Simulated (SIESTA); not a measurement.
Crystal: Ta4NiO11.

```
CELL_PARAMETERS angstrom
1.95495 -14.82973 0.00000
1.95495 14.82973 0.00000
0.00000 0.00000 3.88590
ATOMIC_POSITIONS crystal
Ta 0.20437 0.79563 0.00000
Ta 0.92451 0.07549 0.00000
Ta 0.07549 0.92451 0.00000
Ta 0.79563 0.20437 0.00000
Ni 0.50000 0.50000 0.00000
O 0.13987 0.86013 0.00000
O 0.72107 0.27893 0.00000
O 0.43645 0.56355 0.00000
O 0.56355 0.43645 0.00000
O 0.00000 0.00000 0.00000
O 0.86013 0.13987 0.00000
O 0.27893 0.72107 0.00000
O 0.92790 0.07210 0.50000
O 0.07210 0.92790 0.50000
O 0.79436 0.20564 0.50000
O 0.20564 0.79436 0.50000
```

The cell was built by a generator and needn't be a form met in nature.

Base run:

* Program: SIESTA 5.4.2
* Functional: PBE
* Potentials or basis: PseudoDojo 0.4 standard (PBE files)
* Basis: SZP (energy shift 0.003 Ry)
* Grid cutoff: 800 Ry
* Energy shift: 0.003 Ry
* k mesh: 7 × 7 × 7
* Occupations: fermi-dirac, width 0.05 eV
* Spin: collinear spin, ferromagnetic start
* Starting moments: [0.0, 0.0, 0.0, 0.0, 1.0, 0.0, 0.0, 0.0, 0.0, 0.0, 0.0, 0.0, 0.0, 0.0, 0.0, 0.0] μB

Its results: band gap on the k mesh none (metal or under the smearing width); pressure 4.7 GPa; net moment 0.86 μB per cell; site moments Ta -0.00, -0.01; Ni +0.74; O -0.00, +0.02, +0.10, +0.00 μB; largest force 0.124 eV/Å.

The run is repeated on the same cell with these changes: basis from SZP (energy shift 0.003 Ry) to SZ (energy shift 0.003 Ry). What comes out?

Band gap on the k mesh none (metal or under the smearing width); pressure 1.9 GPa; net moment 0.88 μB per cell; site moments Ta -0.00, -0.01; Ni +0.74; O -0.00, +0.02, +0.13, +0.01, +0.00 μB; largest force 0.361 eV/Å.

Caveats: short orbitals over semicore shells can move pressures by several GPa; spin-orbit coupling is left out, which moves the levels of the heavy elements; the basis of atomic orbitals isn't converged, which shifts pressures, moduli and gaps; a cell with one magnetic atom can't hold antiferromagnetic order, which such compounds often take; semilocal functionals often make such compounds metallic where correlation or magnetic order opens a gap, which also shifts bond lengths; the basis has no polarisation orbitals (some runs).
